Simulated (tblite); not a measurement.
# C2H9BrSi2: the cost of one run

The runs use tblite 0.8.0 and PySCF 2.14.0, with density-fitted response routines of our own; the level of theory stands in each step. All values are computed, except where a source is named. Atoms are numbered from 0 throughout.

## 1. The molecule as given

14 atoms, charge 0, multiplicity 1; geometry from: force field or distance geometry start.

Bonds of the start (Å): Si0–Si1 2.21, Si1–C2 1.82, C2–C3 1.49, C3–Br4 1.95, Si0–H5 1.48, Si0–H6 1.45, Si0–H7 1.47, Si1–H8 1.50, Si1–H9 1.46, C2–H10 1.13, C2–H11 1.12, C3–H12 1.12, C3–H13 1.10.

## 2. Optimising the geometry with GFN2-xTB

The job: settings as JSON, then the geometry in Å.

```
{"job": {"kind": "relax", "xc": "GFN2-xTB", "basis": "xTB"}, "charge": 0, "multiplicity": 1}
Si     1.858400     0.512400     0.708300
Si     0.693300    -0.685400    -0.730400
C     -1.107800    -0.407200    -0.778100
C     -1.702800     0.489500     0.250800
Br    -1.344500    -0.288000     2.006800
H      3.246900     0.503300     0.206500
H      1.930000    -0.039800     2.048200
H      1.444400     1.924100     0.809200
H      0.919600    -2.125800    -0.373300
H      1.268900    -0.498800    -2.061300
H     -1.652200    -1.398000    -0.696600
H     -1.375300    -0.053300    -1.811400
H     -2.819700     0.535200     0.182100
H     -1.359900     1.531300     0.216900
```

On the command line:

```bash
> OMP_NUM_THREADS=1 python probes_run.py task.json out
```

The driver reads the jobs from task.json and runs them one after another.

Q: Estimate the wall time and peak memory of this first job on 1 thread of Arm Neoverse V1, shared host.

About 1 s, with a peak of 0.18 GiB.
